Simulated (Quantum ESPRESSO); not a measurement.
An input for Quantum ESPRESSO 7.5 (FSiH3):

The input pw.in:

```
&CONTROL
  calculation = 'scf'
  prefix = 'pwscf'
  outdir = './tmp'
  pseudo_dir = './pseudo'
  tprnfor = .true.
  disk_io = 'low'
/
&SYSTEM
  ibrav = 0
  celldm(1) = 8
  nat = 5
  ntyp = 3
  ecutwfc = 45
  ecutrho = 360
  nbnd = 13
  occupations = 'smearing'
  smearing = 'fd'
  degauss = 0.00073499
  vdw_corr = 'grimme-d3'
  dftd3_version = 6
  nosym = .true.
/
&ELECTRONS
  conv_thr = 1d-09
  electron_maxstep = 120
  mixing_beta = 0.5
  mixing_ndim = 4
/
ATOMIC_SPECIES
F     18.9984 f_pbesol_v1.4.uspp.F.UPF
Si    28.0850 si_pbesol_v1.uspp.F.UPF
H      1.0080 h_pbesol_v1.4.uspp.F.UPF
CELL_PARAMETERS alat
  2.8345891869387   0.0000000000000   0.0000000000000
  0.0000000000000   2.8345891869387   0.0000000000000
  0.0000000000000   0.0000000000000   2.8345891869387
ATOMIC_POSITIONS crystal
F      0.4211400000    0.5110360000    0.6107350000
Si     0.5256230000    0.5079910000    0.5257590000
H      0.4923670000    0.4907040000    0.4088310000
H      0.5939100000    0.4057180000    0.5631540000
H      0.5798500000    0.6039560000    0.5465920000
K_POINTS gamma
```

Potentials or basis: GBRV 1.5 PBEsol.

Run with:

```bash
$ OMP_NUM_THREADS=1 pw.x -in pw.in > pw.out
```

How does this run end?

The run stopped without a result. It printed:

pw.out:

```text
This program is part of the open-source Quantum ESPRESSO suite
     for quantum simulation of materials; please cite
         "P. Giannozzi et al., J. Phys.:Condens. Matter 21 395502 (2009);
         "P. Giannozzi et al., J. Phys.:Condens. Matter 29 465901 (2017);
         "P. Giannozzi et al., J. Chem. Phys. 152 154105 (2020);
     in publications or presentations arising from this work. More details at

 program stopped due to: functional name unknown
STOP must stop!
```
